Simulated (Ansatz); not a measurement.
**AlFGeH₄ (SMILES [F][GeH2][AlH2]): one structure at several levels**

An exercise on one series of results from a longer session: the logs are not shown, and one member is left open.

Method: single points in def2-TZVPP; program: Ansatz 0.2.0, Gaussian basis.

Cores are frozen in the correlated methods. Filled d shells of the heavier atoms are correlated.

## Where the work starts

SMILES `[F][GeH2][AlH2]`, 7 atoms, charge 0, spin multiplicity 1.

Atoms are counted from 1 here; the program's logs count them from 0.

Bond lengths: F1–Ge2 1.865 Å, Ge2–Al3 2.454 Å, Ge2–H4 1.629 Å, Ge2–H5 1.533 Å, Al3–H6 1.598 Å, Al3–H7 1.590 Å. Angles: F1–Ge2–Al3 114.6°, F1–Ge2–H4 97.6°, F1–Ge2–H5 99.6°, Al3–Ge2–H4 78.1°, Al3–Ge2–H5 145.8°, H4–Ge2–H5 97.7°, Ge2–Al3–H6 104.7°, Ge2–Al3–H7 127.9°, H6–Al3–H7 126.9°.

Geometry (Å):

```mol
AlFGeH4
  3D, bonds by distance, orders not assigned

  7  6  0  0  0  0  0  0  0  0999 V2000
   -2.3371   -0.5568    0.2276 F   0  0
   -0.8423    0.1964   -0.5942 Ge  0  0
    1.1298    0.3862    0.8534 Al  0  0
   -0.0524   -1.1914   -0.9173 H   0  0
   -1.4143    0.4377   -1.9957 H   0  0
    2.0418   -0.8662    0.4622 H   0  0
    1.5153    1.5813    1.8293 H   0  0
  1  2  8  0
  2  3  8  0
  2  4  8  0
  2  5  8  0
  3  6  8  0
  3  7  8  0
M  END
```

The first run:

run/in.yaml

```yaml
crystal:
  periodic: [false, false, false]
  atoms:
    - {symbol: F, position_ang: [-2.337100, -0.556800, 0.227600]}
    - {symbol: Ge, position_ang: [-0.842300, 0.196400, -0.594200]}
    - {symbol: Al, position_ang: [1.129800, 0.386200, 0.853400]}
    - {symbol: H, position_ang: [-0.052400, -1.191400, -0.917300]}
    - {symbol: H, position_ang: [-1.414300, 0.437700, -1.995700]}
    - {symbol: H, position_ang: [2.041800, -0.866200, 0.462200]}
    - {symbol: H, position_ang: [1.515300, 1.581300, 1.829300]}
basis:
  gaussian: {orbitals: def2-TZVPP}
correlation: {method: ccsd_t}
output: {forces: true}
```

The command line of these runs was not kept.

Steps of the session up to this table: CCSD(T)/def2-TZVPP; PBE0-D4/def2-TZVPP; wB97M-V/def2-TZVPP; r2SCAN-D4/def2-TZVPP; PBE-D4/def2-TZVPP; revPBE-D4/def2-TZVPP; HSE06-D4/def2-TZVPP.

One of the session's tables, all rows but one given; the rest of the session is left out.

| method | RMS force component (eV/Å) | angle to CCSD(T) forces (°) | dipole (D) |
| --- | --- | --- | --- |
| CCSD(T) | 0.847 | reference | 3.38 |
| PBE0-D4 | 0.796 | 3.0 | 3.36 |
| wB97M-V | 0.800 | 3.5 | 3.48 |
| r2SCAN-D4 | 0.769 | 2.6 | 3.26 |
| PBE-D4 | 0.623 | 9.0 | 3.15 |
| revPBE-D4 | 0.595 | 11.1 | 3.12 |
| HSE06-D4 | ? | ? | ? |

Estimate the missing values for HSE06-D4.

**Answer.** RMS force component (eV/Å): 0.794; angle to CCSD(T) forces (°): 3.2; dipole (D): 3.35. In the column «RMS force component (eV/Å)» it lies between r2SCAN-D4 (0.769) and PBE0-D4 (0.796).
